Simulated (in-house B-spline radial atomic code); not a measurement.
**Sc²⁺ in a hard spherical wall**

Wanted: the cost of confining Sc²⁺, radius by radius. More than one configuration is followed.

Method: Dirac-Coulomb LDA (Slater, VWN5), spherical fractional occupations, Fermi nucleus, basis-set limit. Code: in-house B-spline radial atomic code version 1.

## 1. What is computed

| Quantity | Value |
| --- | --- |
| element | scandium (Z = 21) |
| charge | +2 |
| electrons | 19 |
| configuration | [Ar] 3d1 |
| Hamiltonian | Dirac-Coulomb |
| nucleus | Fermi, rms radius 3.546 fm |

Outer shells as boxes (Hund's rule):

[Ar] 3d1
```
[Ar] core
3d [↑ ][  ][  ][  ][  ]
```

The boxes only draw the filling; these runs are spin-restricted and spherical.

## 2. The free system

The run's settings:

```ini
Z = 21
electrons = 19.0
configuration = [Ar] 3d1
hamiltonian = dirac
method = lda,vwn
spin_polarised = False
nucleus = fermi
rms_radius = 3.5459
mass_number = 45
atomic_mass = 44.955907051
speed_of_light = 137.035999084
```

## 3. Wall at 5.78 bohr, configuration [Ar] 3d1

Settings: those of step 2 with these lines changed.

```diff
@@ -11 +11,2 @@
 speed_of_light = 137.035999084
+wall_radius = 5.78
```

## 4. Wall at 4.56 bohr, configuration [Ar] 3d1

Settings: those of step 3 with these lines changed.

```diff
@@ -11,2 +11,2 @@
 speed_of_light = 137.035999084
-wall_radius = 5.78
+wall_radius = 4.56
```

## 5. Wall at 3.07 bohr, configuration [Ar] 3d1

Settings: those of step 4 with these lines changed.

```diff
@@ -11,2 +11,2 @@
 speed_of_light = 137.035999084
-wall_radius = 4.56
+wall_radius = 3.07
```

## 6. Wall at 2.33 bohr, configuration [Ar] 3d1

Settings: those of step 5 with these lines changed.

```diff
@@ -11,2 +11,2 @@
 speed_of_light = 137.035999084
-wall_radius = 3.07
+wall_radius = 2.33
```

## 7. Wall at 1.25 bohr, configuration [Ar] 3d1

Settings: those of step 6 with these lines changed.

```diff
@@ -11,2 +11,2 @@
 speed_of_light = 137.035999084
-wall_radius = 2.33
+wall_radius = 1.25
```

## 8. Wall at 5.78 bohr, configuration [Ne] 3s2 3p5 3d2

The run's settings:

```ini
Z = 21
electrons = 19.0
configuration = [Ne] 3s2 3p5 3d2
hamiltonian = dirac
method = lda,vwn
spin_polarised = False
nucleus = fermi
rms_radius = 3.5459
mass_number = 45
atomic_mass = 44.955907051
speed_of_light = 137.035999084
wall_radius = 5.78
```

## 9. Wall at 4.56 bohr, configuration [Ne] 3s2 3p5 3d2

Settings: those of step 8 with these lines changed.

```diff
@@ -11,2 +11,2 @@
 speed_of_light = 137.035999084
-wall_radius = 5.78
+wall_radius = 4.56
```

## 10. Wall at 3.07 bohr, configuration [Ne] 3s2 3p5 3d2

Settings: those of step 9 with these lines changed.

```diff
@@ -11,2 +11,2 @@
 speed_of_light = 137.035999084
-wall_radius = 4.56
+wall_radius = 3.07
```

## 11. Wall at 2.33 bohr, configuration [Ne] 3s2 3p5 3d2

Settings: those of step 10 with these lines changed.

```diff
@@ -11,2 +11,2 @@
 speed_of_light = 137.035999084
-wall_radius = 3.07
+wall_radius = 2.33
```

## 12. Wall at 1.25 bohr, configuration [Ne] 3s2 3p5 3d2

Settings: those of step 11 with these lines changed.

```diff
@@ -11,2 +11,2 @@
 speed_of_light = 137.035999084
-wall_radius = 2.33
+wall_radius = 1.25
```

Q: What do the energy and the highest level do as the wall closes in, and which configuration is lower at each radius?

The runs gave:

| configuration | radius (bohr) | energy above the free system (eV) | highest level (eV) |
| --- | --- | --- | --- |
| [Ar] 3d1 | 5.78 | 0.0221 | -18.049 (3d5/2) |
| [Ar] 3d1 | 4.56 | 0.194 | -17.685 (3d5/2) |
| [Ar] 3d1 | 3.07 | 4.201 | -13.914 (3d5/2) |
| [Ar] 3d1 | 2.33 | 29.243 | -2.817 (3d5/2) |
| [Ar] 3d1 | 1.25 | 766.15 | 117.47 (3d5/2) |
| [Ne] 3s2 3p5 3d2 | 5.78 | 31.052 | -19.295 (3d5/2) |
| [Ne] 3s2 3p5 3d2 | 4.56 | 31.321 | -18.852 (3d5/2) |
| [Ne] 3s2 3p5 3d2 | 3.07 | 36.571 | -14.587 (3d5/2) |
| [Ne] 3s2 3p5 3d2 | 2.33 | 64.077 | -2.962 (3d5/2) |
| [Ne] 3s2 3p5 3d2 | 1.25 | 790.97 | 118.29 (3d5/2) |

For [Ar] 3d1 the energy above the free reference is 0.0221 eV at 5.78 bohr and 766.15 eV at 1.25 bohr. Its highest level passes zero between 2.33 and 1.25 bohr; in smaller spheres the level is positive, pushed up by confinement, and the wall keeps the electron in. Of [Ar] 3d1 and [Ne] 3s2 3p5 3d2, the first stays lower at every radius that both share. A hard wall is a crude model of an atom's surroundings.
